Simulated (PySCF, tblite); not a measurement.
# C₅H₁₁BF₂O: geometry, infrared bands and NMR shifts

Aim: predict the infrared bands and NMR shifts of C₅H₁₁BF₂O (`CO[C@@H](C)[C@H](C)B(F)F`).

Computed with tblite 0.8.0 and PySCF 2.14.0, with density-fitted response routines of our own, on a single molecule in the gas phase. Atoms count from 0, in the outputs and in this text.

**1. Starting geometry**

20 atoms, charge 0, multiplicity 1; geometry from: force field or distance geometry start.

Bonds of the start (Å): C0–O1 1.40, O1–C2 1.39, C2–C3 1.51, C2–C4 1.51, C4–C5 1.49, C4–B6 1.60, B6–F7 1.44, B6–F8 1.46, C0–H9 1.10, C0–H10 1.11, C0–H11 1.10, C2–H12 1.11, C3–H13 1.11, C3–H14 1.10, C3–H15 1.10, C4–H16 1.13, C5–H17 1.11, C5–H18 1.13, C5–H19 1.10.

**2. Geometry optimisation with GFN2-xTB**

The job: settings as JSON, then the geometry in Å.

```
{"job": {"kind": "relax", "xc": "GFN2-xTB", "basis": "xTB"}, "charge": 0, "multiplicity": 1}
C      2.231700    -1.018900    -0.855500
O      1.380900     0.086600    -0.945100
C      0.513500     0.216300     0.132300
C      0.716300     1.513700     0.887700
C     -0.935700     0.187900    -0.302900
C     -1.843800     0.340100     0.866000
B     -1.299600    -1.151300    -1.105500
F     -1.882200    -0.967300    -2.413000
F     -1.897500    -2.209800    -0.295300
H      2.854600    -0.986000    -1.765000
H      1.666300    -1.976500    -0.892200
H      2.851700    -1.038300     0.053700
H      0.681600    -0.619600     0.835800
H      1.702000     1.968600     0.675700
H      0.640900     1.288400     1.965600
H     -0.081100     2.218400     0.605800
H     -1.096700     1.058000    -1.012700
H     -1.346000     0.985000     1.618200
H     -2.041000    -0.657100     1.350500
H     -2.820900     0.772600     0.592800
```

Run with:

```console
$ OMP_NUM_THREADS=1 python probes_run.py task.json out
```

One launch serves the whole session: the jobs run in the order shown.

**Question.** This job is followed by: GFN2-xTB harmonic vibrations, gas phase; GIAO PBE0/pcSseg-1 NMR shielding, non-relativistic, gas phase. Predict these results of the whole session: strongest single infrared mode (GFN2-xTB); zero-point energy (GFN2-xTB); ¹³C shifts against TMS (PBE0/pcSseg-1); ¹H shifts against TMS (PBE0/pcSseg-1, means over atoms taken as alike); ¹⁷O shifts against H2O (PBE0/pcSseg-1); ¹¹B shifts against BF3·OEt2 (PBE0/pcSseg-1); ¹⁹F shifts against CFCl3 (PBE0/pcSseg-1, means over atoms taken as alike).

As calculated:

| quantity | value |
| --- | --- |
| strongest single infrared mode (GFN2-xTB) | 1171 cm⁻¹, 237 km/mol |
| zero-point energy (GFN2-xTB) | 100.7 kcal/mol |
| ¹³C shifts against TMS (PBE0/pcSseg-1) | 90.5, 56.5, 36.4, 19.9, 13.8 ppm |
| ¹H shifts against TMS (PBE0/pcSseg-1, means over atoms taken as alike) | 3.51, 3.11, 1.37, 1.28, 1.00 ppm |
| ¹⁷O shifts against H2O (PBE0/pcSseg-1) | 80.8 ppm |
| ¹¹B shifts against BF3·OEt2 (PBE0/pcSseg-1) | 10.0 ppm |
| ¹⁹F shifts against CFCl3 (PBE0/pcSseg-1, means over atoms taken as alike) | -137.7 ppm |

What this shows: Relaxing lowered the energy by 1.568 eV in 114 steps; the close pair that moved most is B6–F8, from 1.461 to 1.349 Å. No mode is imaginary among the 54: a minimum at this level. The strongest single mode, at 1171 cm⁻¹, moves mainly B6. Unscaled tight-binding wavenumbers are off by several per cent, some by more. Its intensities can rank the bands wrongly. The most deshielded hydrogen is H9, H10, H11 (mean) (hydrogen on a methyl carbon bonded to O), at 3.51 ppm: its carbon carries O, hence the downfield position. At PBE0/pcSseg-1: The largest span, 141 ppm, is at F7, F8, where the paramagnetic term is -161 ppm.
